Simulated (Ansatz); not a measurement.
# BeF3: the cost of one run

Method: DFT PBE, scalar-relativistic, plane waves, PAW, in Ansatz 0.2.0.

2 further runs of the same task are left out: 2 set aside as unsound or not needed.

### 1 The structure to begin with

It takes space group R-3m (No. 166, trigonal). The conventional cell has a = 5.869 Å, b = 5.869 Å, c = 8.268 Å, α = 90.00°, β = 90.00°, γ = 120.00°. Be (site symmetry 3m) is surrounded by 6 F at 2.08 to 2.37 Å. Around F (site symmetry m) lie 2 F at 1.76 Å and 2 Be at 2.08 to 2.37 Å.

As a file:

```
Be F
1.0
     2.93442    1.69419    2.75600
    -2.93442    1.69419    2.75600
     0.00000   -3.38838    2.75600
Be F
2 6
Cartesian
  0.0000 0.0000 2.2241
  0.0000 0.0000 6.0439
  1.5993 -0.9233 5.0876
  0.0000 1.8467 5.0876
  -1.5993 -0.9233 5.0876
  -1.5993 0.9233 3.1804
  1.5993 0.9233 3.1804
  0.0000 -1.8467 3.1804
```

(A quick probe on a coarse mesh, which set the mesh and smearing, is not shown.)

### 3 A loose first relaxation

Contents of input.yaml:

```yaml
crystal:
  lattice:
    - [2.9344215282, 1.6941890592, 2.7560002218]
    - [-2.9344215282, 1.6941890592, 2.7560002218]
    - [0.0, -3.3883781184, 2.7560002218]
  atoms:
    - { symbol: Be, position: [0.269, 0.269, 0.269] }
    - { symbol: Be, position: [0.731, 0.731, 0.731] }
    - { symbol: F, position: [0.797, 0.252, 0.797], spin: 0.36 }
    - { symbol: F, position: [0.797, 0.797, 0.252], spin: 0.36 }
    - { symbol: F, position: [0.252, 0.797, 0.797], spin: 0.36 }
    - { symbol: F, position: [0.203, 0.748, 0.203], spin: 0.36 }
    - { symbol: F, position: [0.748, 0.203, 0.203], spin: 0.36 }
    - { symbol: F, position: [0.203, 0.203, 0.748], spin: 0.36 }
basis:
  ecutwfc: 420
kpoints:
  mp_grid: { grid: [6, 6, 6] }
hamiltonian:
  xc: pbe
scf:
  occupations: { method: gaussian, width: 0.1 }
  lower_state_search: "off"
output:
  forces: true
  stress: true
  eigenvalues: true
  populations: true
magnetization:
  spin_polarized: true
relax:
  adjacent_minimum: "off"
  f_tol: 0.04
  max_steps: 70
  cell: { stress_tol: 0.4 }
```

The run is started by

```bash
ansatz run input.yaml --threads 1 --pin off --max-ram 2560MiB --backend cpu --events-out ev --progress --plain --runs-dir out
```

**Question.** How long does this run take on 1 thread of Arm Neoverse V1, shared host, and how much memory does it need?

About 5.7 min, with a peak of 0.49 GiB.
